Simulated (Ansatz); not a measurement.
**C₃H₉GeN: how energies converge with the basis set**

One table from this session's results is given with a row withheld; the runs are named, their logs left out.

Computed with Ansatz 0.2.0, Gaussian basis. Level: one geometry, several basis sets.

Levels to be run: PBE0-D4/def2-SVP; ωB97M-V/def2-SVP; PBE0-D4/def2-QZVPP; ωB97M-V/def2-QZVPP; the functionals' def2-TZVPP values are taken from earlier runs.

### Structure used throughout

The geometry comes from an earlier relaxation with PBE0-D4 in a triple-zeta def2 set; it is a stationary point, not always the lowest conformer.

SMILES `C[CH](C)[Ge][NH2]`, 14 atoms, charge 0, spin multiplicity 1.

Atoms are counted from 1 here; the program's logs count them from 0.

Bond lengths: C1–C2 1.522 Å, C1–H6 1.097 Å, C1–H7 1.094 Å, C1–H8 1.094 Å, C2–C3 1.523 Å, C2–Ge4 2.025 Å, C2–H9 1.097 Å, C3–H10 1.094 Å, C3–H11 1.095 Å, C3–H12 1.097 Å, Ge4–N5 1.819 Å, N5–H13 1.009 Å, N5–H14 1.007 Å. Angles: C2–C1–H6 111.2°, C2–C1–H7 112.3°, C2–C1–H8 111.7°, H6–C1–H7 107.2°, H6–C1–H8 107.0°, H7–C1–H8 107.1°, C1–C2–C3 111.9°, C1–C2–Ge4 112.5°, C1–C2–H9 108.3°, C3–C2–Ge4 111.0°, C3–C2–H9 108.3°, Ge4–C2–H9 104.4°, C2–C3–H10 111.6°, C2–C3–H11 112.3°, C2–C3–H12 111.2°, H10–C3–H11 107.1°, H10–C3–H12 107.1°, H11–C3–H12 107.2° and more.

Set-up of the first run:

in.yaml reads:

```yaml
crystal:
  periodic: [false, false, false]
  atoms:
    - {symbol: C, position_ang: [-1.146590, 0.053394, 0.955860]}
    - {symbol: C, position_ang: [0.278349, 0.491727, 0.648393]}
    - {symbol: C, position_ang: [1.228306, -0.694929, 0.547656]}
    - {symbol: Ge, position_ang: [0.391047, 1.655794, -1.004721]}
    - {symbol: N, position_ang: [-0.278854, 0.432747, -2.171922]}
    - {symbol: H, position_ang: [-1.194047, -0.512542, 1.894013]}
    - {symbol: H, position_ang: [-1.830134, 0.902116, 1.054218]}
    - {symbol: H, position_ang: [-1.548992, -0.594933, 0.171286]}
    - {symbol: H, position_ang: [0.623191, 1.140412, 1.462498]}
    - {symbol: H, position_ang: [0.935518, -1.377379, -0.256310]}
    - {symbol: H, position_ang: [2.259519, -0.386549, 0.348763]}
    - {symbol: H, position_ang: [1.237878, -1.276305, 1.477387]}
    - {symbol: H, position_ang: [-0.587023, -0.501405, -1.945930]}
    - {symbol: H, position_ang: [-0.380967, 0.638553, -3.152292]}
basis:
  gaussian: {orbitals: def2-SVP}
hamiltonian: {xc: pbe0, dispersion: d4}
output: {orbitals: {seedname: orbitals}}
```

Started as:

```console
> ansatz run in.yaml --threads 8 --pin off --events-out ev --progress --plain --max-ram 18278MiB
```

Among the steps run: PBE0-D4 in def2-SVP; ωB97M-V in def2-SVP; PBE0-D4 in def2-QZVPP; ωB97M-V in def2-QZVPP.

One of the session's tables, all rows but one given; the rest of the session is left out.

It belongs to the step «Functionals by basis». 

| functional | basis | HOMO (eV) |
| --- | --- | --- |
| PBE0-D4 | def2-SVP | -5.88 |
| PBE0-D4 | def2-TZVPP | ? |
| PBE0-D4 | def2-QZVPP | -5.99 |
| ωB97M-V | def2-SVP | -7.98 |
| ωB97M-V | def2-TZVPP | -8.05 |
| ωB97M-V | def2-QZVPP | -8.09 |

Estimate the missing values for PBE0-D4, def2-TZVPP.

**Answer.** HOMO (eV): -5.94. In the column «HOMO (eV)» it lies between PBE0-D4, def2-QZVPP (-5.99) and PBE0-D4, def2-SVP (-5.88).
